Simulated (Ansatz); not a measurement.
# Mg: response to strain

Mg is deformed so: zz strain of +2 %. What stress and forces result, by LAPW, PAW and all-electron datasets made for the crystal?

Method: DFT PBEsol, scalar-relativistic, in Ansatz 0.2.0.

**1. Starting point**

Symmetry: Im-3m, No. 229, cubic system. Conventional cell: a = 2.953 Å, b = 2.953 Å, c = 2.953 Å, α = 90.00°, β = 90.00°, γ = 90.00°. Around Mg (site symmetry m-3m) lie 8 Mg at 2.56 Å.

As a file:

```xyz
1
Lattice="-1.4765 1.4765 1.4765 1.4765 -1.4765 1.4765 1.4765 1.4765 -1.4765" Properties=species:S:1:pos:R:3 pbc="T T T"
Mg    0.0000    0.0000    0.0000
```

**2. The deformed structure**

Space group Im-3m before, I4/mmm after.

**3. All-electron LAPW**

The input, input.yaml:

```yaml
crystal:
  lattice:
    - [-1.4765, 1.4765, 1.50603]
    - [1.4765, -1.4765, 1.50603]
    - [1.4765, 1.4765, -1.50603]
  atoms:
    - { symbol: Mg, position: [0.0, 0.0, 0.0] }
kpoints:
  mp_grid: { grid: [16, 16, 16] }
  band_path:
    path:
      - [0.0, 0.0, 0.0]
      - [0.0, 0.0, 0.5]
      - [0.25, 0.25, 0.25]
      - [0.0, 0.5, 0.0]
      - [0.0, 0.0, 0.0]
      - [0.5, 0.5, -0.5]
      - [0.4902921953, 0.5097078047, -0.4902921953]
      - [-0.4902921953, 0.4902921953, 0.4902921953]
      - [0.0, 0.0, 0.0]
    npoints: 5
scf:
  occupations: { method: fermi_dirac, width: 0.05 }
hamiltonian:
  xc: pbesol
  pseudopotentials: { kind: all_electron, lapw: { basis_error: 0.00025 } }
output:
  forces: true
  stress: true
  eigenvalues: true
```

Run with:

```bash
$ ansatz run input.yaml --threads 1 --pin off --max-ram 3072MiB --backend cpu --events-out ev --progress --plain --runs-dir out
```

**4. Frozen-core PAW**

The input, input.yaml:

```yaml
crystal:
  lattice:
    - [-1.4765, 1.4765, 1.50603]
    - [1.4765, -1.4765, 1.50603]
    - [1.4765, 1.4765, -1.50603]
  atoms:
    - { symbol: Mg, position: [0.0, 0.0, 0.0] }
kpoints:
  mp_grid: { grid: [16, 16, 16] }
scf:
  occupations: { method: fermi_dirac, width: 0.05 }
hamiltonian:
  xc: pbesol
  pseudopotentials: { kind: paw }
output:
  forces: true
  stress: true
  eigenvalues: true
  efg: { contact_densities: true }
  write_density: true
  write_potential: true
  elf: true
  volumetric_format: npy
```

**5. Datasets made for this crystal**

input.yaml: that of step 4 with these lines changed.

```diff
@@ -13,3 +13,3 @@
   xc: pbesol
-  pseudopotentials: { kind: paw }
+  pseudopotentials: { kind: all_electron, datasets: crystal }
 output:
@@ -19,5 +19 @@
   efg: { contact_densities: true }
-  write_density: true
-  write_potential: true
-  elf: true
-  volumetric_format: npy
```

(Steps that only read results are left out.)

What does the calculation give? Wanted: pressure; largest shear or deviatoric stress.

The runs gave:

| quantity | value |
| --- | --- |
| pressure | LAPW 55.80, PAW 55.81, crystal datasets 55.80 GPa |
| largest shear or deviatoric stress (LAPW) | 0.96 GPa |

**Reading.** The largest part of the stress beyond the pressure is 0.96 GPa in size, in the zz component. No run of the undeformed cell stands beside it, so the pressure holds what the given cell had before the change. PAW: stress within 0.01 GPa of LAPW. Crystal datasets: stress within 0.01 GPa of LAPW.
